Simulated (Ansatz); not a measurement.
**Ti2CuSb3: further runs on the relaxed cell**

One table from this session's results is given with a row withheld; the runs are named, their logs left out.

Program: Ansatz 0.2.0. Level of theory: DFT PBEsol, scalar-relativistic, plane waves, PAW. These are calculated values, not measurements.

2 further runs of the same task are left out: 2 set aside as unsound or not needed.

## The structure to begin with

It takes space group P-4m2 (No. 115, tetragonal). The conventional cell has a = 3.749 Å, b = 3.749 Å, c = 8.171 Å, α = 90.00°, β = 90.00°, γ = 90.00°. Ti (site symmetry 2mm) has 7 Sb at 2.81 to 2.96 Å and 2 Cu at 2.85 Å in its first shell of neighbours. Cu (site symmetry -4m2) is surrounded by 4 Sb at 2.65 Å and 4 Ti at 2.85 Å. Around Sb (site symmetry 2mm) lie 5 Ti at 2.81 to 2.96 Å. Around Sb (site symmetry -4m2) lie 4 Cu at 2.65 Å and 4 Ti at 2.85 Å.

Coordinates:

```
Ti Cu Sb
1.0
     3.74872    0.00000    0.00000
     0.00000    3.74872    0.00000
     0.00000    0.00000    8.17143
Ti Cu Sb
2 1 3
Direct
  0.00000 0.50000 0.73750
  0.50000 0.00000 0.26250
  0.00000 0.00000 0.00000
  0.00000 0.50000 0.37514
  0.50000 0.00000 0.62486
  0.50000 0.50000 0.00000
```

This cell was relaxed beforehand with the same method: volume 19.14 Å³/atom, gap on the mesh none (metal).

Set-up of the first run:

Contents of input.yaml:

```yaml
crystal:
  lattice:
    - [3.7487213827, 0.0, 0.0]
    - [0.0, 3.7487213827, 0.0]
    - [0.0, 0.0, 8.1714280564]
  atoms:
    - { symbol: Ti, position: [0.0, 0.5, 0.7375011777] }
    - { symbol: Ti, position: [0.5, 0.0, 0.2624988223] }
    - { symbol: Cu, position: [0.0, 0.0, 0.0] }
    - { symbol: Sb, position: [0.0, 0.5, 0.3751423662] }
    - { symbol: Sb, position: [0.5, 0.0, 0.6248576338] }
    - { symbol: Sb, position: [0.5, 0.5, 0.0] }
basis:
  ecutwfc: 420
kpoints:
  mp_grid: { grid: [10, 10, 6] }
  band_path:
    path:
      - [[0.0, 0.0, 0.0], [0.0, 0.5, 0.0], [0.5, 0.5, 0.0], [0.0, 0.0, 0.0], [0.0, 0.0, 0.5], [0.0, 0.5, 0.5], [0.5, 0.5, 0.5], [0.0, 0.0, 0.5]]
      - [[0.0, 0.5, 0.0], [0.0, 0.5, 0.5]]
      - [[0.5, 0.5, 0.0], [0.5, 0.5, 0.5]]
    npoints: 14
hamiltonian:
  xc: pbesol
scf:
  occupations: { method: gaussian, width: 0.1 }
  n_extra_bands: 15
output:
  forces: true
  stress: true
  eigenvalues: true
  populations: true
  dos: { projected: true, de: 0.02, nscf_kmesh: { grid: [15, 15, 9] } }
  bader: true
  write_density: true
  write_potential: true
  elf: true
  volumetric_format: npy
```

Run with:

```bash
ansatz run input.yaml --threads 1 --pin off --max-ram 2560MiB --backend cpu --events-out ev --progress --plain --runs-dir out
```

Among the steps run: Static run: bands, density of states and charges; Point at V/V0 = 0.97; Volume × 1.03; Volume × 0.94; Volume × 1.06.

One of the session's tables, all rows but one given; the rest of the session is left out.

It belongs to the step «Energy against volume». 

| volume (Å³/atom) | energy above the lowest point (meV/atom) | pressure (GPa) |
| --- | --- | --- |
| 17.990 | 25.2 | 7.50 |
| 18.565 | 5.9 | 3.43 |
| 19.139 | 0.0 | -0.02 |
| 19.713 | ? | ? |
| 20.287 | 20.6 | -5.41 |

Q: Estimate the row for volume (Å³/atom) = 19.713 from the others.

Worked estimate for «energy above the lowest point (meV/atom)». A straight line through the neighbours (19.139, 0.0) and (20.287, 20.6) gives 0.0 + (20.6 − 0.0) × (19.713 − 19.139) / (20.287 − 19.139) = 10.3; a parabola fitted to 3 rows on both sides gives 4.9.

The run gave: energy above the lowest point (meV/atom): 5.5; pressure (GPa): -2.94. In «energy above the lowest point (meV/atom)» the line misses by +4.8 and the parabola by -0.6.
